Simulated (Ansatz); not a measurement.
# CH5Ge: atomisation energy from a Python script

How much energy holds CH5Ge together? A script is to give an atomisation energy; the system is CH5Ge. SMILES: [CH2][GeH3].

Computed with the Python package of Ansatz 0.2.0. Level of theory: PBE0+D3(BJ)/6-31G*.

**1. The structure**

Bond lengths: C1–Ge2 1.978 Å, C1–H3 1.183 Å, C1–H4 1.086 Å, Ge2–H5 1.560 Å, Ge2–H6 1.556 Å, Ge2–H7 1.581 Å. Angles: C1–Ge2–H5 110.3°, C1–Ge2–H6 110.6°, C1–Ge2–H7 107.7°, H5–Ge2–H6 109.8°, H5–Ge2–H7 109.4°, H6–Ge2–H7 109.0°, Ge2–C1–H3 104.8°, Ge2–C1–H4 107.7°, H3–C1–H4 114.3°.

No structure file is read: the coordinates are typed or built in the script.

**2. The script**

Contents of tae.py:

```python
from collections import Counter

import ansatz as az

config = {
    "basis_set": "6-31G*",
    "xc": "pbe0",
    "dispersion": "d3bj",
}


def single_point(molecule, charge=0, unpaired=0):
    calc = (
        molecule.calculation()
        .basis(gaussian=config["basis_set"])
        .functional(config["xc"], dispersion=config["dispersion"])
    )
    if charge:
        calc = calc.charge(charge)
    if unpaired:
        calc = calc.spin("collinear", total=unpaired)
    report = calc.run().report
    if report["published_state_doubts"]:
        print("  doubts:", report["published_state_doubts"])
    return report["free_energy_ev"]

system = (
    az.Crystal.molecule()
    .atom("C", (-0.0878, -1.2736, -0.1179))
    .atom("Ge", (0.1815, 0.6862, -0.1357))
    .atom("H", (-1.2618, -1.418, -0.1451))
    .atom("H", (0.3902, -1.6654, 0.7754))
    .atom("H", (-0.4458, 1.3075, -1.4215))
    .atom("H", (-0.4539, 1.3371, 1.1266))
    .atom("H", (1.7389, 0.9582, -0.1274))
)

unpaired = {"C": 2, "Ge": 2, "H": 1}
counts = Counter(site.symbol for site in system.cartesian_sites)
atom_energy = {s: single_point(az.Crystal.molecule().atom(s, (0, 0, 0)), 0, unpaired[s]) for s in counts}
whole = single_point(system, 0, 1)
for s, e in atom_energy.items():
    print(f"{s:2s} x{counts[s]}  {e:14.5f} eV")
print(f"CH5Ge: {whole:.5f} eV")
split = sum(counts[s] * e for s, e in atom_energy.items()) - whole
print(f"atomisation energy (no zero-point term): {96.485332 * split:.1f} kJ/mol, {split / sum(counts.values()):.3f} eV an atom")
```

**3. The input behind the calls**

The engine receives this input (first run):

```yaml
crystal:
  periodic: [false, false, false]
  atoms:
    - { symbol: C, position_ang: [0.0, 0.0, 0.0] }
basis:
  gaussian:
    orbitals: "6-31G*"
hamiltonian:
  xc: pbe0
  dispersion: d3bj
magnetization:
  spin_polarized: true
  initial_magnetization: 2.0
```

**4. Running it**

Launch:

```console
> python tae.py
```

What it wrote:

```text
C  x1     -1028.41225 eV
Ge x1    -56501.22235 eV
H  x5       -13.58146 eV
CH5Ge: -57617.90868 eV
atomisation energy (no zero-point term): 1965.1 kJ/mol, 2.910 eV an atom
```

Run time: 2.9 s. Hardware: 1 thread of AMD EPYC 7R43 (Zen 3), shared host; peak memory 0.21 GiB.

**5. What changed from run to run**

The engine's inputs for the other runs:

Run 2, against run 1:

```diff
@@ -4 +4 @@
-    - { symbol: C, position_ang: [0.0, 0.0, 0.0] }
+    - { symbol: Ge, position_ang: [0.0, 0.0, 0.0] }
```

Run 3, against run 1:

```diff
@@ -4 +4 @@
-    - { symbol: C, position_ang: [0.0, 0.0, 0.0] }
+    - { symbol: H, position_ang: [0.0, 0.0, 0.0] }
@@ -13 +13 @@
-  initial_magnetization: 2.0
+  initial_magnetization: 1.0
```

Run 4, against run 1:

```diff
@@ -4 +4,7 @@
-    - { symbol: C, position_ang: [0.0, 0.0, 0.0] }
+    - { symbol: C, position_ang: [-0.0878, -1.2736, -0.1179] }
+    - { symbol: Ge, position_ang: [0.1815, 0.6862, -0.1357] }
+    - { symbol: H, position_ang: [-1.2618, -1.418, -0.1451] }
+    - { symbol: H, position_ang: [0.3902, -1.6654, 0.7754] }
+    - { symbol: H, position_ang: [-0.4458, 1.3075, -1.4215] }
+    - { symbol: H, position_ang: [-0.4539, 1.3371, 1.1266] }
+    - { symbol: H, position_ang: [1.7389, 0.9582, -0.1274] }
@@ -13 +19 @@
-  initial_magnetization: 2.0
+  initial_magnetization: 1.0
```

**6. What each run gave**

One row for each of the 4 runs:

| run | system | unpaired or total moment | energy (eV) | <S²> | SCF cycles | CPU time (s) |
| --- | --- | --- | --- | --- | --- | --- |
| 1 | C | 2 | -1028.4123 | 2.00 | 10 | 0.09 |
| 2 | Ge | 2 | -56501.2224 | 2.00 | 12 | 0.38 |
| 3 | H | 1 | -13.5815 | 0.75 | 6 | 0.03 |
| 4 | CH5Ge | 1 | -57617.9087 | 0.75 | 17 | 1.9 |

Totals carry meaning only in balanced differences at one level of theory.

**7. What came out**

| quantity | value |
| --- | --- |
| atomisation energy, no zero point | 1965.1 kJ/mol |
| runs compared | 4 |

What this shows: Zero-point motion and spin-orbit terms of the atoms are left out, and both would lower it. 1965.1 kJ/mol from the electronic energies, without the zero-point term. What to keep in mind:
- The geometry is a force-field or estimated start, not a minimum of this method, and the basis set is short of its limit. All parts are taken at fixed geometry, without zero-point energy.
- The species is open-shell (spin multiplicity 2).
